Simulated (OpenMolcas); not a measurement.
# Co²⁺ among point charges: CASSCF levels and susceptibility

Aim: the splitting of the states of Co²⁺ in the field of 6 point charges, its lowest levels with spin-orbit coupling and its magnetic susceptibility.

The numbers are computed with OpenMolcas 26.06 (state-averaged CASSCF, spin-orbit coupling by RASSI with atomic mean-field integrals), except any that are marked as measured or tabulated.

1 further run of the same task is left out (set aside as unsound or not needed).

## Step 1: Starting point

| Quantity | Value |
| --- | --- |
| Species | Co²⁺ (cobalt, Z = 27, 25 electrons) |
| Basis | ANO-RCC-VDZP [5s4p2d1f], 34 functions |
| Scalar Hamiltonian | DKH2, point nucleus |
| Inactive shells | 1s 2s 2p 3s 3p |
| Active space | 7 electrons in 5 orbitals (3d) |
| Some configurations of this space | 3d7 |
| Orbitals | optimised for each spin and parity, averaged over all roots |

The outer shells:

3d7
```
3d [↑↓][↑↓][↑ ][↑ ][↑ ]
```

The ion sits among 6 point charges of -1.6 e arranged as a tetragonal octahedron (D4h), 1.98 Å from the ion, with the axial distance 2.336 Å.

The work runs as a chain of OpenMolcas steps in one folder; each step below is one input file. Labels, J, g values, rates, χT and fits are worked out afterwards by a script from the matrices that RASSI stores. The input lists half of the charges; inversion (Group=XYZ) makes the rest.

## Step 2: GATEWAY and SEWARD: basis and integrals

Contents of a.inp:

```
&GATEWAY
Coord
1

Co 0.0 0.0 0.0
Basis=ANO-RCC-VDZP
Group=XYZ
NoMove
AngMom=0.0 0.0 0.0
AMFI
XField
3 Angstrom 0
1.980000 0.000000 0.000000 -1.600000
0.000000 1.980000 0.000000 -1.600000
0.000000 0.000000 2.336400 -1.600000
&SEWARD
```

## Step 3: CASSCF: quartets of even parity, 10 roots

Contents of a.inp:

```
&RASSCF
FileOrb=start.orb
Symmetry=1
Spin=4
nActEl=7 0 0
Inactive=3 6
Ras2=5 0
CIRoot=10 10 1
SDav=10
CIMx=300
Iter=120 100
PrWF=0.3
OrbListing=Nothing
MaxOrb=0
>>> COPY $Project.JobIph JOB001
```

start.orb holds the contracted functions of the basis, ordered by shell, or the orbitals of the step before.

## Step 4: Reference wave functions, doublets of even parity, 40 roots

Contents of a.inp:

```
&RASSCF
FileOrb=start.orb
Symmetry=1
Spin=2
nActEl=7 0 0
Inactive=3 6
Ras2=5 0
CIRoot=40 40 1
SDav=40
CIMx=300
Iter=120 100
PrWF=0.3
OrbListing=Nothing
MaxOrb=0
>>> COPY $Project.JobIph JOB002
```

## Step 5: RASSI: spin-orbit coupling between the states

Contents of a.inp:

```
&RASSI
NrOfJobIphs=2 10 40
1 2 3 4 5 6 7 8 9 10
1 2 3 4 5 6 7 8 9 10 11 12 13 14 15 16 17 18 19 20 21 22 23 24 25 26 27
28 29 30 31 32 33 34 35 36 37 38 39 40
IphNames
JOB001
JOB002
EJob
SpinOrbit
DIPRint=1.0
SOCoupling=1000.0
Subsets=2
Property=9
'ANGMOM' 1 'ANGMOM' 2 'ANGMOM' 3 'MLTPL  1' 1 'MLTPL  1' 2 'MLTPL  1' 3
'AMFI' 1 'AMFI' 2 'AMFI' 3
SOProperty=3
'ANGMOM' 1 'ANGMOM' 2 'ANGMOM' 3
```

Before running it: what results should come out? Wanted: spin-free ground state; first state of the same spin within the active space; lowest level; next level.

**Answer**, as computed:

| quantity | value |
| --- | --- |
| method | CASSCF |
| spin-free ground state | 4A2, 1-fold in its orbital part |
| first state of the same spin within the active space | 4E at 1570 cm⁻¹ |
| lowest level | 2-fold, g = 1.94, 5.40, 5.40 |
| next level | 144.1 cm⁻¹ |
| χT at 300 K | 3.23 cm³ K/mol |
| effective moment at 300 K | 5.08 μB |

In words: The spin-free ground state (4A2) comes to 91 % from free-ion F terms and keeps the highest spin of the shell. χT at 300 K is 3.23, against 1.88 cm³ K/mol for the spin alone, so orbital moment adds to it. An active space of the d shell alone favours high spin; real ions in strong fields can be low spin. The field of point charges can differ much from that of real complexes. With metal d orbitals alone active, the gaps between spin states are rough; where two lie within a few thousand cm-1, their order is open. This is an electrostatic model: the charges have no orbitals.
